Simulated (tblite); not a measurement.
# C5H10F2OSi: the cost of one run

Computed with tblite 0.8.0 and PySCF 2.14.0, with density-fitted response routines of our own, on a single molecule, in the gas phase or a continuum. Atoms are numbered from 0 throughout.

### 1 The molecule as given

19 atoms, charge 0, multiplicity 1; geometry from: force field or distance geometry start.

Bonds of the start (Å): C0–O1 1.43, O1–C2 1.46, C2–C3 1.53, C3–F4 1.35, C3–F5 1.37, C2–C6 1.60, C6–Si7 1.88, Si7–C8 1.88, C8–C2 1.59, C0–H9 1.09, C0–H10 1.10, C0–H11 1.09, C3–H12 1.11, C6–H13 1.09, C6–H14 1.09, Si7–H15 1.48, Si7–H16 1.49, C8–H17 1.10, C8–H18 1.10.

### 2 Geometry optimisation with GFN2-xTB

Job settings and geometry (Å):

```
{"job": {"kind": "relax", "xc": "GFN2-xTB", "basis": "xTB"}, "charge": 0, "multiplicity": 1}
C      2.211300     0.919600     0.010300
O      0.972100     0.775300     0.708900
C      0.015000    -0.213800     0.226700
C      0.613100    -1.618200     0.206400
F      1.577200    -1.706900    -0.733200
F     -0.341100    -2.536500    -0.133900
C     -0.697000     0.181600    -1.145000
Si    -2.071800     1.011500    -0.165300
C     -1.326200    -0.187600     1.078400
H      2.641500     1.879100     0.300900
H      2.041300     0.916900    -1.071500
H      2.889800     0.120600     0.295400
H      1.034200    -1.904700     1.192800
H     -0.133900     0.852600    -1.795700
H     -1.048600    -0.663700    -1.733800
H     -1.841200     2.442700     0.138700
H     -3.448200     0.662100    -0.615600
H     -1.873300    -1.139700     1.132400
H     -1.224200     0.218500     2.095400
```

Started as:

```sh
OMP_NUM_THREADS=1 python probes_run.py task.json out
```

The driver reads the jobs from task.json and runs them one after another.

Q: Estimate the wall time and peak memory of this first job on 1 thread of Arm Neoverse V1, shared host.

About 1.1 s, with a peak of 0.18 GiB.
